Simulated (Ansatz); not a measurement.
C2H5BGeO, SMILES BC#[C][GeH2][OH]: vertical spin-state energies, run with Ansatz 0.2.0, Python API.

Script `run_spin.py`:
```python
import ansatz as az

mol = (
    az.Crystal.molecule()
    .atom('B', (1.5921, 1.1255, -2.0434))
    .atom('C', (0.7594, 0.4113, -0.9745))
    .atom('C', (0.117, -0.1785, -0.1374))
    .atom('Ge', (-0.7406, -1.1022, 1.2091))
    .atom('O', (-1.4254, 0.0416, 2.4096))
    .atom('H', (1.0171, 1.4672, -3.0757))
    .atom('H', (2.6753, 1.5315, -1.8389))
    .atom('H', (-1.9686, -1.8424, 0.5554))
    .atom('H', (0.1261, -2.1193, 1.9457))
    .atom('H', (-2.0692, 0.6141, 1.953))
)

model = (
    mol.calculation()
    .basis(gaussian='6-31G*')
    .functional('hf')
    .accuracy('high')
)
found = {}
for unpaired in [0, 2]:
    r = model.spin('collinear', total=unpaired).run().report
    s = unpaired / 2
    found[unpaired] = r['free_energy_ev']
    print(f'2S+1 = {unpaired + 1}: E = {found[unpaired]:.5f} eV, <S^2> = {abs(r["mean_field"]["state"]["spin_squared"]):.3f} (pure state {s * (s + 1):.2f})')
lowest = min(found, key=found.get)
for unpaired, e in found.items():
    print(f'multiplicity {unpaired + 1}: {96.485332 * (e - found[lowest]):.1f} kJ/mol above the lowest')
```

Which spin state is lowest at this geometry, and how far above lie the others?

In order: multiplicity 1 (+0.00 eV) and multiplicity 3 (+3.29 eV), all at the one geometry.

What the script printed:

```console
$ python run_spin.py
2S+1 = 1: E = -61313.01674 eV, <S^2> = 0.000 (pure state 0.00)
2S+1 = 3: E = -61309.72636 eV, <S^2> = 2.024 (pure state 2.00)
multiplicity 1: 0.0 kJ/mol above the lowest
multiplicity 3: 317.5 kJ/mol above the lowest
```

What to keep in mind:
- These settings explore the input space; basis and method may be short of convergence.
- The geometry is a force-field or estimated start, not a minimum of this method, and the basis set is short of its limit. All parts are taken at fixed geometry, without zero-point energy.
- Hartree-Fock leaves correlation out, so it favours high-spin states too much.
- Hardware and time: 53 s on 1 thread of Arm Neoverse V1, with other jobs on the host, peak memory 0.65 GiB.

(Lines on the test bed's own set-up are left out of the output.)
